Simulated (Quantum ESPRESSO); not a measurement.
The system is Cu.

```
Cu
1.0
     1.64000    2.31931    0.00000
    -1.64000    2.31931    0.00000
     0.00000    2.31931    1.50000
Cu
1
Direct
  0.00000 0.00000 0.00000
```

The cell was built by a generator and needn't be a form met in nature.

Base run:

* Program: Quantum ESPRESSO 7.5
* Functional: PBEsol
* Potentials or basis: GBRV 1.5 PBEsol
* Cutoff: 762 eV
* Density cutoff: 6095 eV
* k mesh: 16 × 16 × 16
* Occupations: methfessel-paxton, width 0.1 eV
* Spin: no spin polarisation

Its results: band gap on the k mesh none (metal or under the smearing width); pressure 15.1 GPa.

**Question.** The run is repeated on the same cell with these changes: functional from PBEsol to LDA; potentials or basis from GBRV 1.5 PBEsol to GBRV 1.5 LDA. What comes out?

**Answer.** Band gap on the k mesh none (metal or under the smearing width); pressure 8.4 GPa.

Caveats: so large a pressure means that the cell lies far from this level's equilibrium, or that cutoff or potentials fall short (some runs).
